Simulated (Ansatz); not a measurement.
**Ta2O5: further runs on the relaxed cell**

An exercise on one series of results from a longer session: the logs are not shown, and one member is left open.

Method: DFT r2SCAN, scalar-relativistic, plane waves, PAW, in Ansatz 0.2.0.

2 further runs of the same task are left out: 2 set aside as unsound or not needed. Runs told in other sessions of the task aren't counted.

## The system as given

Symmetry: Pmmm, No. 47, orthorhombic system. Conventional cell: a = 3.666 Å, b = 3.857 Å, c = 6.457 Å, α = 90.00°, β = 90.00°, γ = 90.00°. Ta (site symmetry mmm) is surrounded by 6 O at 1.93 to 2.17 Å. Ta (site symmetry mmm) is surrounded by 6 O at 1.83 to 2.07 Å. O (site symmetry mm2) is surrounded by 3 Ta at 2.07 to 2.17 Å. Around O (site symmetry mmm) lie 2 Ta at 1.93 Å. Around O (site symmetry mmm) lie 2 Ta at 1.83 Å.

As a file:

```cif
data_structure
_symmetry_space_group_name_H-M 'Pmmm'
_symmetry_Int_Tables_number 47
_cell_length_a 3.6657
_cell_length_b 3.8574
_cell_length_c 6.4567
_cell_angle_alpha 90.000
_cell_angle_beta 90.000
_cell_angle_gamma 90.000
_cell_volume 91.30
loop_
_atom_site_label
_atom_site_type_symbol
_atom_site_symmetry_multiplicity
_atom_site_Wyckoff_symbol
_atom_site_fract_x
_atom_site_fract_y
_atom_site_fract_z
_atom_site_occupancy
Ta1 Ta 1 d 0.50000 0.00000 0.50000 1
Ta2 Ta 1 a 0.00000 0.00000 0.00000 1
O1 O 2 q 0.00000 0.00000 0.32033 1
O2 O 1 h 0.50000 0.50000 0.50000 1
O3 O 1 b 0.50000 0.00000 0.00000 1
O4 O 1 e 0.00000 0.50000 0.00000 1
```

This cell was relaxed beforehand with the same method: volume 13.04 Å³/atom, gap on the mesh 0.64 eV.

Set-up of the first run:

The input, input.yaml:

```yaml
crystal:
  lattice:
    - [3.6286960673, 0.0, 0.0]
    - [0.0, 3.8184606828, 0.0]
    - [0.0, 0.0, 6.3914807886]
  atoms:
    - { symbol: Ta, position: [0.5, 0.0, 0.5] }
    - { symbol: Ta, position: [0.0, 0.0, 0.0] }
    - { symbol: O, position: [0.0, 0.0, 0.3203314013] }
    - { symbol: O, position: [0.0, 0.0, 0.6796685987] }
    - { symbol: O, position: [0.5, 0.5, 0.5] }
    - { symbol: O, position: [0.5, 0.0, 0.0] }
    - { symbol: O, position: [0.0, 0.5, 0.0] }
basis:
  ecutwfc: 500
kpoints:
  mp_grid: { grid: [8, 8, 4] }
hamiltonian:
  xc: r2scan
scf:
  occupations: { method: gaussian, width: 0.02 }
output:
  forces: true
  stress: true
  eigenvalues: true
relax:
  adjacent_minimum: "off"
  f_tol: 0.01
  max_steps: 30
  cell: { stress_tol: 0.1, fix: [volume] }
```

On the command line:

```console
> ansatz run input.yaml --threads 2 --pin off --max-ram 5120MiB --backend cpu --events-out ev --progress --plain --runs-dir out
```

Steps of the session up to this table: Volume × 0.97; The cell scaled to 1.03 of its volume; The cell scaled to 0.94 of its volume; The cell scaled to 1.06 of its volume; Volume × 0.91; Volume × 1.10; Volume × 0.88.

One table of the session follows, with a row left open; its other results are not shown here.

It belongs to the step «Energy against volume». 

```
volume (Å³/atom)  energy above the lowest point (meV/atom)  pressure (GPa)  gap on the mesh (eV)
          11.478                                     158.5           36.47                  0.82
          11.869                                         ?               ?                     ?
          12.260                                      35.1           15.22                  0.71
          12.652                                       8.3            6.97                  0.67
          13.043                                       0.0           -0.01                  0.64
          13.434                                       7.4           -5.90                  0.62
          13.825                                      28.0          -10.86                  0.62
          14.347                                      72.5          -16.22                  0.65
```

Estimate the missing values for volume (Å³/atom) = 11.869.

Worked estimate for «energy above the lowest point (meV/atom)». A straight line through the neighbours (11.478, 158.5) and (12.260, 35.1) gives 158.5 + (35.1 − 158.5) × (11.869 − 11.478) / (12.260 − 11.478) = 96.8; a parabola fitted to 3 rows on both sides gives 85.2.

**Answer.** energy above the lowest point (meV/atom): 83.8; pressure (GPa): 24.96; gap on the mesh (eV): 0.77. In «energy above the lowest point (meV/atom)» the line misses by +13.0 and the parabola by +1.4.
